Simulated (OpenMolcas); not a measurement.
# A workflow on C3H9Ga (trimethylgallium (TMGa)), part 2 of 3

OpenMolcas 26.06.

### 5 The energy along one coordinate at SC-NEVPT2(2,2)/ANO-R1 (sfX2C, RICD fitting, pt2 variant SC-NEVPT2) (run 4)

The input, step4.input:

```
* C3H9Ga NEVPT2
>>> COPY $CurrDir/step2.RasOrb $Project.RasOrb
>>> ForEach K in (1, 2, 3, 4, 5, 6, 7, 8, 9)

&GATEWAY
 Coord = $CurrDir/point$K.xyz
 Basis = ANO-R1
 Group = NoSym
 RICD

&SEWARD

&RASSCF
 FileOrb = $Project.RasOrb
 Spin = 1
 Nactel = 2 0 0
 Inactive = 28
 Ras2 = 2
 OrbListing = Nothing
 OrbAppear = Compact

&CASPT2
 SC-NEVPT2
 Frozen = 12
>>> EndDo
```

Run with:

```
export MOLCAS_MEM=1860
pymolcas step4.input > step4.log
```

Standard output:

```text
--- Start Module: gateway ---

                                              &GATEWAY

                       available to each process: 1.9 GB of memory, 1 thread

++    Symmetry information:
      ---------------------

                    Character Table for C1

                             E
                    a        1  x, y, xy, Rz, z, xz, Ry, yz, Rx, I
--

++    Basis set information:
      ----------------------

      Basis set label: C.ANO-R...3S2P1D.

      Electronic valence basis set:
      ------------------
      Associated Effective Charge   6.000000 au
      Associated Actual Charge      6.000000 au
      Nuclear Model: Finite nucleus - Gaussian distribution
        Gaussian exponent, Xi/bohr**(-2):  6.80775E+08

      Shell  nPrim  nBasis  Cartesian Spherical Contaminant
         s      12       3        X
         p       7       2        X
         d       3       1                 X

      Basis set label: GA.ANO-R...5S4P3D1F.

      Electronic valence basis set:
      ------------------
      Associated Effective Charge  31.000000 au
      Associated Actual Charge     31.000000 au
      Nuclear Model: Finite nucleus - Gaussian distribution
        Gaussian exponent, Xi/bohr**(-2):  2.62670E+08

      Shell  nPrim  nBasis  Cartesian Spherical Contaminant
         s      20       5        X
         p      15       4        X
         d       9       3                 X
         f       6       1                 X

      Basis set label: C.ANO-R...3S2P1D.

      Electronic valence basis set:
      ------------------
      Associated Effective Charge   6.000000 au
      Associated Actual Charge      6.000000 au
      Nuclear Model: Finite nucleus - Gaussian distribution
        Gaussian exponent, Xi/bohr**(-2):  6.80775E+08

      Shell  nPrim  nBasis  Cartesian Spherical Contaminant
         s      12       3        X
         p       7       2        X
         d       3       1                 X

      Basis set label: H.ANO-R...2S1P.

      Electronic valence basis set:
      ------------------
      Associated Effective Charge   1.000000 au
      Associated Actual Charge      1.000000 au
      Nuclear Model: Finite nucleus - Gaussian distribution
        Gaussian exponent, Xi/bohr**(-2):  2.12482E+09

      Shell  nPrim  nBasis  Cartesian Spherical Contaminant
         s       7       2        X
         p       4       1        X
--

++    Molecular structure info:
      -------------------------

                    ************************************************
                    **** Cartesian Coordinates / bohr, angstrom ****
                    ************************************************

     Center  Label                x              y              z                     x              y              z
        1      C1              -0.651865       2.825776      -1.690519             -0.344952       1.495336      -0.894584
        2      GA2              0.058487      -0.028762      -0.062985              0.030950      -0.015220      -0.033330
        3      C3               2.653742      -0.032201       2.622127              1.404300      -0.017040       1.387570
[... 9 lines of this table left out ...]
       13      H13             -0.770933      -4.844294      -0.409088             -0.407960      -2.563490      -0.216480

                    ***************************************
                    *    InterNuclear Distances / bohr    *
                    ***************************************

               1 C1            2 GA2           3 C3            4 C4            5 H5            6 H6
    1 C1       0.000000
    2 GA2      3.361822        0.000000
    3 C3       6.139543        3.734326        0.000000
    4 C4       6.150153        3.733762        6.471867        0.000000
[... 8 lines of this table left out ...]
   13 H13      7.777288        4.898681        6.638743        2.063311        9.167681        8.845492

               7 H7            8 H8            9 H9           10 H10          11 H11          12 H12
    7 H7       0.000000
    8 H8       8.163165        0.000000
    9 H9       9.243797        3.358385        0.000000
   10 H10      8.818123        3.324613        3.328900        0.000000
   11 H11      5.824049        9.479183        8.347192        9.167586        0.000000
   12 H12      7.206162        9.138754        7.588013        7.672527        3.326032        0.000000
   13 H13      8.000099        8.321985        6.139140        7.665988        3.358687        3.327415

              13 H13
   13 H13      0.000000

                    *******************************************
                    *    InterNuclear Distances / angstrom    *
                    *******************************************

               1 C1            2 GA2           3 C3            4 C4            5 H5            6 H6
    1 C1       0.000000
    2 GA2      1.779000        0.000000
    3 C3       3.248906        1.976120        0.000000
    4 C4       3.254521        1.975822        3.424764        0.000000
[... 8 lines of this table left out ...]
   13 H13      4.115564        2.592270        3.513071        1.091857        4.851328        4.680833

[... 154 lines left out ...]
                                         RASSCF iterations: Energy and convergence statistics
[... 23 lines left out ...]
      conf/sym  11     Coeff  Weight
[... 24 lines left out ...]
      Final state energy(ies):
[... 108 lines left out ...]
      Spin density orbitals for root   1 are written to the SPDORB.1 file
[... 93 lines left out ...]
      Reference energy:       -2061.1652711936
[... 16 lines left out ...]
      Total energy:           -2062.0795278630
[... 316 lines left out ...]
      Convergence after 10 iterations
[... 16 lines left out ...]
      Natural orbitals and occupation numbers for root  1
[... 23 lines left out ...]
::    RASSCF root number  1 Total energy:  -2061.18428254
[... 117 lines left out ...]
 ###    WARNING: User changed nr of frozen orbitals.                         ###
[... 84 lines left out ...]
      Total energy:           -2062.0935674848
[... 15 lines left out ...]
      Reference weight:           0.81229
[... 322 lines left out ...]
      Note: transformation to natural orbitals
[... 12 lines left out ...]
      *                                                    Final results                                                     *
[... 20 lines left out ...]
      Von Neumann Entropy (Root   1) =  0.11453
[... 162 lines left out ...]
      Imaginary shift                            0.00
[... 40 lines left out ...]
      Reference weight:           0.81160
[... 27 lines left out ...]
::    SC-NEVPT2 Root  1     Total energy:  -2062.08540015
[... 311 lines left out ...]
      printout of CI-coefficients larger than  0.05 for root  1
[... 12 lines left out ...]
++    Final optimization conditions:
[... 51 lines left out ...]
      Dipole Moment (debye):
[... 145 lines left out ...]
 Compute H0 matrices for state    1
[... 29 lines left out ...]
  FINAL SC-NEVPT2 RESULT:
[... 241 lines left out ...]
      Nuclear repulsion energy =  246.16277894
[... 91 lines left out ...]
      energy=   -2061.123591
[... 15 lines left out ...]
      RASSCF energy for state  1                  -2061.12359133
[... 116 lines left out ...]
      Natural orbitals for root   1 are written to the RASORB.1 file
[... 92 lines left out ...]
  FINAL PC-NEVPT2 RESULT:
[... 15 lines left out ...]
      Reference energy:       -2061.1235913332
[... 308 lines left out ...]
                                         RASSCF iterations: Energy and convergence statistics
[... 23 lines left out ...]
      conf/sym  11     Coeff  Weight
[... 24 lines left out ...]
      Final state energy(ies):
[... 107 lines left out ...]
      Spin density orbitals for root   1 are written to the SPDORB.1 file
[... 93 lines left out ...]
      Reference energy:       -2061.0934621299
[... 16 lines left out ...]
      Total energy:           -2061.9866327722
[... 316 lines left out ...]
      Convergence after 10 iterations
[... 16 lines left out ...]
      Natural orbitals and occupation numbers for root  1
[... 23 lines left out ...]
::    RASSCF root number  1 Total energy:  -2061.07641395
[... 116 lines left out ...]
 ###    WARNING: User changed nr of frozen orbitals.                         ###
[... 84 lines left out ...]
      Total energy:           -2061.9662028177
[... 15 lines left out ...]
      Reference weight:           0.81308
[... 322 lines left out ...]
      Note: transformation to natural orbitals
[... 12 lines left out ...]
      *                                                    Final results                                                     *
[... 20 lines left out ...]
      Von Neumann Entropy (Root   1) =  0.97173
[... 161 lines left out ...]
      Imaginary shift                            0.00
[... 40 lines left out ...]
      Reference weight:           0.81372
[... 27 lines left out ...]
::    SC-NEVPT2 Root  1     Total energy:  -2061.95828289
[... 311 lines left out ...]
      printout of CI-coefficients larger than  0.05 for root  1
[... 12 lines left out ...]
++    Final optimization conditions:
[... 51 lines left out ...]
      Dipole Moment (debye):
[... 26 lines left out ...]
      Total       -0.7272   0.5228  -0.9627  -0.9627   0.2435   0.2404   0.2439   0.2382   0.2284   0.2345

                   H11      H12      H13
      Nuclear      1.0000   1.0000   1.0000
      Electronic  -0.7618  -0.7657  -0.7714

      Total        0.2382   0.2343   0.2286
--

      Natural Bond Order analysis for root number:  1

++    Natural Bond Order analysis
      ---------------------------
      Based on LoProp computed density
      -------------------------------------------------------------------------------------
      Atom A       Atom B       Bond Order
      -------------------------------------------------------------------------------------
      NBO located      0.997 non-bonded electrons on atom C1
      NBO located      1.011 non-bonded electrons on atom GA2
      NBO located      1.005 non-bonded electrons on atom GA2
      NBO located      0.997 non-bonded electrons on atom GA2
      NBO located      0.998 non-bonded electrons on atom GA2
      NBO located      0.999 non-bonded electrons on atom GA2
      NBO located      0.999 non-bonded electrons on atom GA2
      NBO located      0.999 non-bonded electrons on atom GA2
      NBO located      0.999 non-bonded electrons on atom GA2
      NBO located      1.000 non-bonded electrons on atom GA2
      NBO located      1.000 non-bonded electrons on atom GA2
      NBO located      1.000 non-bonded electrons on atom GA2
      NBO located      1.000 non-bonded electrons on atom GA2
      NBO located      1.000 non-bonded electrons on atom GA2
      NBO located      1.000 non-bonded electrons on atom GA2
      NBO located      0.998 non-bonded electrons on atom C3
      NBO located      0.930 non-bonded electrons on atom C3
      NBO located      0.998 non-bonded electrons on atom C4
      NBO located      0.931 non-bonded electrons on atom C4
      The remaining   13.957 electrons are to be considered as diffuse
--

--

      Average orbitals are written to the RASORB file
      Natural orbitals for root   1 are written to the RASORB.1 file
      Spin density orbitals for root   1 are written to the SPDORB.1 file

--- Stop Module: rasscf /rc=_RC_ALL_IS_WELL_ ---
--- Module rasscf spent 10 seconds ---

--- Start Module: caspt2 ---

                                              &CASPT2

                       available to each process: 1.9 GB of memory, 1 thread

 ###############################################################################
 ###    WARNING: User changed nr of frozen orbitals.                         ###
 ###############################################################################

++    Wave function specifications:
      -----------------------------

      Number of closed shell electrons          32
      Number of electrons in active shells       2
      Max number of holes in RAS1 space          0
      Max number of electrons in RAS3 space      0
      Number of inactive orbitals               16
      Number of active orbitals                  2
      Number of secondary orbitals              96
      Spin quantum number                      0.0
      State symmetry                             1
      Number of CSFs                             3
      Number of CASSCF root(s) available         1
      NEVPT2 state passed to geometry opt.       1
      A file JOBMIX will be created
      This is a CASSCF or RASSCF reference function
--

++    Orbital specifications:
      -----------------------

      Symmetry species                           1
                                                 a
      Frozen orbitals                           12
      Inactive orbitals                         16
      Active orbitals                            2
      Secondary orbitals                        96
      Deleted orbitals                           0
      Number of basis functions                126
--

++    NEVPT2 specifications:
      ----------------------

      Type of calculation                        SS-NEVPT2
      Internal contraction for energies          partially and strongly contracted
                                                 (PC-NEVPT2 and SC-NEVPT2)
      Denominator threshold for SC-NEVPT2        1.00E-09
      Fock operator                              state-specific
      0th-order Hamiltonian                      DYALL
      IPEA shift                                 0.00
      Real shift                                 0.00
      Imaginary shift                            0.00
      The input orbitals will be transformed to quasi-canonical
--

--------------------------------------------------------------------------------
 Estimated memory requirements:
  POLY3 :                   250070
  RHS:                     1568416
  SIGMA :                  1516432
  PRPCTL:                        0
 Available workspace:    232478508

++ NEVPT2 computation for group   1

********************************************************************************
 Multi-State initialization phase begins for group   1
--------------------------------------------------------------------------------
********************************************************************************
 Compute H0 matrices for state    1
--------------------------------------------------------------------------------
--------------------------------------------------------------------------------
 H0 matrices have been computed.

********************************************************************************
  NEVPT2 EQUATION SOLUTION
--------------------------------------------------------------------------------

  Total nr of NEVPT2 parameters:
   Before reduction:     1556720
   After  reduction:     1535640

 Variance of |WF0>:       5.8296464634
-----------------------------------------------------------------------------------------------------------------------------

  FINAL PC-NEVPT2 RESULT:

      Reference energy:       -2061.0691869528
      E2 (Non-variational):      -0.8874359281
      E2 (Variational):          -0.8874359281
      Total energy:           -2061.9566228809
      Residual norm:              0.0000000000
      Reference weight:           0.81392

      Contributions to the PC-NEVPT2 correlation energy
      Active & Virtual Only:         -0.0000160692
      One Inactive Excited:          -0.0613369975
      Two Inactive Excited:          -0.8260828614

  FINAL SC-NEVPT2 RESULT:

      Reference energy:       -2061.0691869528
      E2 (Non-variational):      -0.8874300542
      E2 (Variational):          -0.8874300542
      Total energy:           -2061.9566170070
      Residual norm:              0.0000000000
      Reference weight:           0.81394

      Contributions to the SC-NEVPT2 correlation energy
      Active & Virtual only:         -0.0000161198
      One Inactive Excited:          -0.0613311246
      Two Inactive Excited:          -0.8260828098

   (Skip denominator check etc. with SC-NEVPT2 wavefunction)

   (Skipping property calculation,
    use PROP keyword to activate)
--

  Total SC-NEVPT2 energies:
::    SC-NEVPT2 Root  1     Total energy:  -2061.95661701

  A NEW JOBIPH FILE NAMED 'JOBMIX' IS PREPARED.
********************************************************************************
--- Stop Module: caspt2 /rc=_RC_ALL_IS_WELL_ ---
--- Module caspt2 spent 2 seconds ---

>>> END FOREACH

.##################.
.# Happy landing! #.
.##################.

    Timing: Wall=241.63 User=223.02 System=17.09
```

It took 4 min on 1 thread of AMD EPYC 7R43 (Zen 3), shared host; peak memory 0.16 GiB.

The scan, from its lowest point:

| Ga2–C1 (Å) | energy (kJ/mol) |
| --- | --- |
| 1.779 | 36.6 |
| 1.976 | 0.0 |
| 2.174 | 21.2 |
| 2.470 | 90.8 |
| 2.865 | 189.7 |
| 3.359 | 280.5 |
| 3.952 | 334.3 |
| 4.743 | 354.9 |
| 5.928 | 359.3 |

[end of part 2 of 3]
